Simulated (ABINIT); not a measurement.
# AlO2 (Cmcm) in ABINIT: reference runs

How does AlO2 come out in PBEsol? The cell is run as given and disturbed.

Program: ABINIT 10.8.3 (patched build). These are calculated values, not measurements. Logs are shortened: lines on timing, memory, paths and dates and some standing lists are left out, and cuts for length are marked. The log counts tension as positive stress, the text compression.

## 1. The structure

It takes space group Cmcm (No. 63, orthorhombic). Conventional cell: a = 2.976 Å, b = 10.806 Å, c = 3.647 Å, α = 90.00°, β = 90.00°, γ = 90.00°. Al (site symmetry m2m) is surrounded by 6 O at 1.87 to 2.02 Å. Around O (site symmetry m2m) lie 2 Al at 1.88 Å. O (site symmetry m2m) has 4 Al at 1.87 to 2.02 Å as nearest neighbours.

The cell comes from a database or a generator and needn't be the stable form of this composition.

## 2. Single point, PBEsol

run.abi

```
# Pseudopotentials
pp_dirpath "./"
pseudos "Al.upf, O.upf"

# Structure
acell 10.5900950998 10.5900950998 6.8910979628
rprim
     0.2655517805    -0.9640965988     0.0000000000
     0.2655517805     0.9640965988     0.0000000000
     0.0000000000     0.0000000000     1.0000000000
ntypat 2
znucl 13 8
natom 6
typat 1 1 2 2 2 2
xred
     0.6681330000     0.3318670000     0.7500000000
     0.3318670000     0.6681330000     0.2500000000
     0.0610720000     0.9389280000     0.7500000000
     0.9389280000     0.0610720000     0.2500000000
     0.2941840000     0.7058160000     0.7500000000
     0.7058160000     0.2941840000     0.2500000000
chkprim 0
chksymtnons 0
tolsym 1.0e-6

# Plane-wave basis
ecut 42.0

# k points
kptopt 1
ngkpt 9 9 7
nshiftk 1
shiftk 0.0 0.0 0.0

# Exchange and correlation
ixc -116133

# Bands and occupations
nband 19
occopt 3
tsmear 0.05 eV

# SCF cycle
nstep 100
tolvrs 1.0e-10

# Output
iomode 3
prtwf 0
prtden 0
prteig 0
prtebands 0
enunit 2
```

Potentials or basis: PseudoDojo NC SR PBEsol v0.4.1 standard.

Started as:

```
$ mpirun --bind-to none -np 4 abinit run.abi > log 2>&1
```

run.abo:

```text
.Version 10.8.3 of ABINIT
 Symmetries : space group Cm c m (# 63); Bravais oC (1-face-center ortho.)
================================================================================
 Values of the parameters that define the memory need of the present run
     intxc =       0    ionmov =       0      iscf =       7    lmnmax =       6
     lnmax =       6     mgfft =      64  mpssoang =       3    mqgrid =    3001
     natom =       6  nloc_mem =       1    nspden =       1   nspinor =       1
    nsppol =       1      nsym =       8    n1xccc =    2501    ntypat =       2
    occopt =       3   xclevel =       2
       mpw =        5168          nfft =      184320          nkpt =         100
================================================================================
================================================================================

--------------------------------------------------------------------------------
------------- Echo of variables that govern the present computation ------------
--------------------------------------------------------------------------------
 -outvars: echo values of preprocessed input variables --------
            acell      1.0590095100E+01  1.0590095100E+01  6.8910979628E+00 Bohr
              amu      2.69815390E+01  1.59994000E+01
          chkprim           0
      chksymtnons           0
             ecut      4.20000000E+01 Hartree
           enunit           2
                       outvar_i_n : Printing only first  50 k-points.
              ixc     -116133
                       outvar_i_n : Printing only first  50 k-points.
         kptrlatt        9    0    0      0    9    0      0    0    7
          kptrlen      4.82376857E+01
            natom           6
            nband          19
            ngfft          64      64      45
             nkpt         100
            nstep         100
             nsym           8
           ntypat           2
                       prtocc : prtvol=0, do not print more k-points.
           occopt           3
           prtden           0
        prtebands           0
           prteig           0
            prtwf           0
            rprim      2.6555178050E-01 -9.6409659880E-01  0.0000000000E+00
                       2.6555178050E-01  9.6409659880E-01  0.0000000000E+00
                       0.0000000000E+00  0.0000000000E+00  1.0000000000E+00
          spgroup          63
           tolsym      1.00000000E-06
           tolvrs      1.00000000E-10
           tsmear      1.83746611E-03 Hartree
            typat      1  1  2  2  2  2
                       outvars : Printing only first  50 k-points.
           xangst      1.4881619992E+00 -1.8167890403E+00  2.7349589982E+00
                       1.4881619992E+00  1.8167890403E+00  9.1165299938E-01
                       1.4881619992E+00  4.7429093626E+00  2.7349589982E+00
                       1.4881619992E+00 -4.7429093626E+00  9.1165299938E-01
                       1.4881619992E+00  2.2239789519E+00  2.7349589982E+00
                       1.4881619992E+00 -2.2239789519E+00  9.1165299938E-01
            xcart      2.8122186094E+00 -3.4332337147E+00  5.1683234721E+00
                       2.8122186094E+00  3.4332337147E+00  1.7227744907E+00
                       2.8122186094E+00  8.9627997354E+00  5.1683234721E+00
                       2.8122186094E+00 -8.9627997354E+00  1.7227744907E+00
                       2.8122186094E+00  4.2027111288E+00  5.1683234721E+00
                       2.8122186094E+00 -4.2027111288E+00  1.7227744907E+00
             xred      6.6813300000E-01  3.3186700000E-01  7.5000000000E-01
                       3.3186700000E-01  6.6813300000E-01  2.5000000000E-01
                       6.1072000000E-02  9.3892800000E-01  7.5000000000E-01
                       9.3892800000E-01  6.1072000000E-02  2.5000000000E-01
                       2.9418400000E-01  7.0581600000E-01  7.5000000000E-01
                       7.0581600000E-01  2.9418400000E-01  2.5000000000E-01
            znucl       13.00000    8.00000

================================================================================

 chkinp: Checking input parameters for consistency.

================================================================================
== DATASET  1 ==================================================================

--- !DatasetInfo
iteration_state: {dtset: 1, }
dimensions: {natom: 6, nkpt: 100, mband: 19, nsppol: 1, nspinor: 1, nspden: 1, mpw: 5168, }
cutoff_energies: {ecut:  42.0, pawecutdg:  -1.0, }
electrons: {nelect:   3.00000000E+01, charge:   0.00000000E+00, occopt:   3.00000000E+00, tsmear:   1.83746611E-03, }
meta: {optdriver: 0, ionmov: 0, optcell: 0, iscf: 7, paral_kgb: 0, }
...

 Real(R)+Recip(G) space primitive vectors, cartesian coordinates (Bohr,Bohr^-1):
 R(1)=  2.8122186-10.2098747  0.0000000  G(1)=  0.1777956 -0.0489722  0.0000000
[... 97 lines left out ...]

 ----iterations are completed or convergence reached----

 Mean square residual over all n,k,spin=   41.740E-08; max=  30.217E-05
 reduced coordinates (array xred) for    6 atoms
       0.668133000000      0.331867000000      0.750000000000
       0.331867000000      0.668133000000      0.250000000000
       0.061072000000      0.938928000000      0.750000000000
       0.938928000000      0.061072000000      0.250000000000
       0.294184000000      0.705816000000      0.750000000000
       0.705816000000      0.294184000000      0.250000000000
 rms dE/dt=  5.8542E-02; max dE/dt=  1.1978E-01; dE/dt below (all hartree)
    1       0.030773153610     -0.030773153610      0.000000000000
    2      -0.030773153610      0.030773153610      0.000000000000
    3       0.119782454062     -0.119782454062     -0.000000000000
    4      -0.119782454062      0.119782454062     -0.000000000000
    5       0.011295296916     -0.011295296916      0.000000000000
    6      -0.011295296916      0.011295296916      0.000000000000

 cartesian coordinates (angstrom) at end:
    1      1.48816199917080    -1.81678904027349     2.73495899815496
    2      1.48816199917080     1.81678904027349     0.91165299938499
    3      1.48816199917080     4.74290936264245     2.73495899815496
    4      1.48816199917080    -4.74290936264245     0.91165299938499
    5      1.48816199917080     2.22397895185912     2.73495899815496
    6      1.48816199917080    -2.22397895185912     0.91165299938499

 cartesian forces (hartree/bohr) at end:
    1     -0.00000000000000     0.00301405792080    -0.00000000000000
    2     -0.00000000000000    -0.00301405792080    -0.00000000000000
    3      0.00000000000000     0.01173202002692     0.00000000000000
    4      0.00000000000000    -0.01173202002692     0.00000000000000
    5     -0.00000000000000     0.00110631102584    -0.00000000000000
    6     -0.00000000000000    -0.00110631102584    -0.00000000000000
 frms,max,avg= 4.0544730E-03 1.1732020E-02   0.000E+00  0.000E+00  0.000E+00 h/b

 cartesian forces (eV/Angstrom) at end:
    1     -0.00000000000000     0.15498908988620    -0.00000000000000
    2     -0.00000000000000    -0.15498908988620    -0.00000000000000
    3      0.00000000000000     0.60328472586718     0.00000000000000
    4      0.00000000000000    -0.60328472586718     0.00000000000000
    5     -0.00000000000000     0.05688880025891    -0.00000000000000
    6     -0.00000000000000    -0.05688880025891    -0.00000000000000
 frms,max,avg= 2.0848939E-01 6.0328473E-01   0.000E+00  0.000E+00  0.000E+00 e/A
 length scales= 10.590095099800 10.590095099800  6.891097962800 bohr
              =  5.604036984308  5.604036984308  3.646611997540 angstroms
 Fermi (or HOMO) energy (hartree) =   0.13553   Average Vxc (hartree)=  -0.40079
 Eigenvalues (hartree) for nkpt= 100  k points:
 kpt#   1, nband= 19, wtk=  0.00176, kpt=  0.0000  0.0000  0.0000 (reduced coord)
  -0.57586   -0.49780   -0.47361   -0.46245   -0.08887   -0.02959   -0.00614    0.01511
   0.03760    0.04569    0.05004    0.06867    0.08808    0.11785    0.13717    0.13920
   0.35017    0.44193    0.49518
      occupation numbers for kpt#   1
   2.00000    2.00000    2.00000    2.00000    2.00000    2.00000    2.00000    2.00000
   2.00000    2.00000    2.00000    2.00000    2.00000    1.99987    0.57974    0.23813
   0.00000    0.00000    0.00000
 prteigrs : prtvol=0 or 1, do not print more k-points.

 Fermi (or HOMO) energy (eV) =   3.68788   Average Vxc (eV)= -10.90594
 Eigenvalues (   eV  ) for nkpt= 100  k points:
 kpt#   1, nband= 19, wtk=  0.00176, kpt=  0.0000  0.0000  0.0000 (reduced coord)
 -15.67008  -13.54575  -12.88748  -12.58386   -2.41833   -0.80509   -0.16696    0.41105
   1.02324    1.24319    1.36175    1.86847    2.39675    3.20694    3.73268    3.78795
   9.52853   12.02565   13.47449
 prteigrs : prtvol=0 or 1, do not print more k-points.

--- !EnergyTerms
iteration_state     : {dtset: 1, }
comment             : Components of total free energy in Hartree
kinetic             :  4.59520215909658E+01
hartree             :  1.82680922493352E+01
xc                  : -1.87062161257039E+01
Ewald energy        : -5.31427739789676E+01
psp_core            :  1.99281785639556E+00
local_psp           : -5.55954641281778E+01
non_local_psp       : -9.48388687747780E+00
internal            : -7.07154094136307E+01
'-kT*entropy'       : -1.45220475361693E-03
total_energy        : -7.07168616183843E+01
total_energy_eV     : -1.92430383560144E+03
band_energy         : -3.41170634909596E+00
...

 Cartesian components of stress tensor (hartree/bohr^3)
  sigma(1 1)=  2.35942236E-04  sigma(3 2)=  0.00000000E+00
  sigma(2 2)=  2.48114497E-04  sigma(3 1)=  0.00000000E+00
  sigma(3 3)=  1.82692063E-04  sigma(2 1)=  0.00000000E+00

-Cartesian components of stress tensor (GPa)         [Pressure= -6.5388E+00 GPa]
- sigma(1 1)=  6.94166025E+00  sigma(3 2)=  0.00000000E+00
- sigma(2 2)=  7.29978052E+00  sigma(3 1)=  0.00000000E+00
- sigma(3 3)=  5.37498605E+00  sigma(2 1)=  0.00000000E+00

== END DATASET(S) ==============================================================
================================================================================

 -outvars: echo values of variables after computation  --------
            acell      1.0590095100E+01  1.0590095100E+01  6.8910979628E+00 Bohr
           etotal     -7.0716861618E+01
            fcart     -2.2641923680E-19  3.0140579208E-03 -1.2291697953E-22
                      -6.9885919115E-19 -3.0140579208E-03 -1.2291697953E-22
                       6.2222962130E-19  1.1732020027E-02  2.4583395907E-22
                       9.1990109195E-19 -1.1732020027E-02  2.4583395907E-22
                      -4.2199711245E-19  1.1063110258E-03 -1.2291697953E-22
                      -1.9485517285E-19 -1.1063110258E-03 -1.2291697953E-22
            rprim      2.6555178050E-01 -9.6409659880E-01  0.0000000000E+00
                       2.6555178050E-01  9.6409659880E-01  0.0000000000E+00
                       0.0000000000E+00  0.0000000000E+00  1.0000000000E+00
           strten      2.3594223640E-04  2.4811449687E-04  1.8269206260E-04
                       0.0000000000E+00  0.0000000000E+00  0.0000000000E+00
           xangst      1.4881619992E+00 -1.8167890403E+00  2.7349589982E+00
                       1.4881619992E+00  1.8167890403E+00  9.1165299938E-01
                       1.4881619992E+00  4.7429093626E+00  2.7349589982E+00
                       1.4881619992E+00 -4.7429093626E+00  9.1165299938E-01
                       1.4881619992E+00  2.2239789519E+00  2.7349589982E+00
                       1.4881619992E+00 -2.2239789519E+00  9.1165299938E-01
             xred      6.6813300000E-01  3.3186700000E-01  7.5000000000E-01
                       3.3186700000E-01  6.6813300000E-01  2.5000000000E-01
                       6.1072000000E-02  9.3892800000E-01  7.5000000000E-01
                       9.3892800000E-01  6.1072000000E-02  2.5000000000E-01
                       2.9418400000E-01  7.0581600000E-01  7.5000000000E-01
                       7.0581600000E-01  2.9418400000E-01  2.5000000000E-01
 Calculation completed.
```

Wall time 2.7 min (4 MPI ranks of Arm Neoverse V1, shared host); peak memory 0.6 GiB.

Results:

```yaml
Free_energy: -1924.3038 eV
Pressure: -6.5 GPa
Largest_force: 0.603 eV/Å
Band_gap_on_the_k_mesh: none (metal or under the smearing width)
Valence_electrons_inside_the_program's_atomic_spheres: Al 1.05; O 5.95, 6.36
```

Forces in eV/Å, atoms in the order of the input:
```
Al   0.000  0.155  0.000
Al   0.000 -0.155  0.000
O    0.000  0.603  0.000
O    0.000 -0.603  0.000
O    0.000  0.057  0.000
O    0.000 -0.057  0.000
```

Stress tensor (GPa, compression positive):
```
-6.94  0.00  0.00
 0.00 -7.30  0.00
 0.00  0.00 -5.37
```

## 3. Single point, PBEsol (atoms moved at random, drawn with an rms of 0.05 Å)

run.abi

```
pp_dirpath "./"
pseudos "Al.upf, O.upf"

acell 5.6040369881 5.6040369881 3.646612 Angstrom
rprim
     0.2655517805    -0.9640965988     0.0000000000
     0.2655517805     0.9640965988     0.0000000000
     0.0000000000     0.0000000000     1.0000000000
ntypat 2
znucl 13 8
natom 6
typat 1 1 2 2 2 2
xred
     0.6509000000     0.3189700000     0.7669660000
     0.3378470000     0.6825270000     0.2514120000
     0.0771600000     0.9517560000     0.7294180000
     0.9591640000     0.0813070000     0.2431010000
     0.2982300000     0.7236910000     0.7490020000
     0.7094390000     0.2958690000     0.2516470000
chkprim 0
chksymtnons 0
tolsym 1.0e-6

ecut 42.0

kptopt 1
ngkpt 9 9 7
nshiftk 1
shiftk 0.0 0.0 0.0

ixc -116133

nband 19
occopt 3
tsmear 0.05 eV

nstep 100
tolvrs 1.0e-10

iomode 3
prtwf 0
prtden 0
prteig 0
prtebands 0
enunit 1
```

Potentials or basis: PseudoDojo NC SR PBEsol v0.4.1 standard.

Started as:

```
$ mpirun --bind-to none -np 4 abinit run.abi > log 2>&1
```

Run time: 9.8 min. Hardware: 4 MPI ranks of Arm Neoverse V1, shared host; peak memory 0.84 GiB.

Results (log left out):

| Quantity | Value |
| --- | --- |
| Free energy | -1924.1508 eV |
| Pressure | -4.0 GPa |
| Largest force | 1.721 eV/Å |
| Band gap on the k mesh | none (metal or under the smearing width) |
| Valence electrons inside the program's atomic spheres | Al 1.10, 1.04; O 5.98, 5.93, 6.38 |

Forces on the atoms (eV/Å):
```
Al   1.352 -0.009 -1.065
Al   0.105 -0.477  0.014
O   -1.020  1.176  0.159
O   -0.252 -0.216  0.195
O   -0.281 -0.672  0.324
O    0.095  0.199  0.374
```

Stress tensor (GPa, compression positive):
```
-4.78 -0.75  0.45
-0.75 -4.21 -0.13
 0.45 -0.13 -3.08
```

Levels at points of the mesh, in eV from the Fermi level:
```tsv
k point	band 11	band 12	band 13	band 14	band 15	band 16	band 17	band 18	band 19
(0.00, 0.00, 0.00)	-2.13	-1.72	-1.27	-0.58	-0.02	0.13	5.83	8.30	9.87
```
